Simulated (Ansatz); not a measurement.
The system is LaMnIn.

```
La In Mn
1.0
     4.59334    0.00000    0.00000
    -2.29667    3.97795    0.00000
     0.00000    0.00000    4.09656
La In Mn
1 1 1
Cartesian
  0.0000 0.0000 0.0000
  0.0000 2.6520 2.0483
  2.2967 1.3260 2.0483
```

The cell comes from a database or a generator and needn't be the stable form of this composition.

Base run:

```yaml
Program: Ansatz 0.2.0
Functional: PBE
Potentials_or_basis: Ansatz PAW
Cutoff: "420 eV (not typed: the program's choice for these potentials)"
k_mesh: 6 × 6 × 6
Occupations: fermi-dirac, width 0.05 eV
Spin: collinear spin, ferromagnetic start
Starting_moments: "[0.0, 0.0, 2.0] μB"
Fixed_moment: 2 μB
```

Its results: pressure 3.6 GPa; site moments La -0.38; In -0.11; Mn +3.10 μB.

**Question.** The run is repeated on the same cell with these changes: fixed moment from 2 μB to 1 μB; moments at the start from [0.0, 0.0, 2.0] to [0.0, 0.0, 1.0]. What comes out?

**Answer.** Pressure 2.1 GPa; site moments La -0.45; In -0.13; Mn +2.43 μB.

Caveats: the total moment is fixed, so each spin has its own Fermi level; the thresholds are loose for stress.
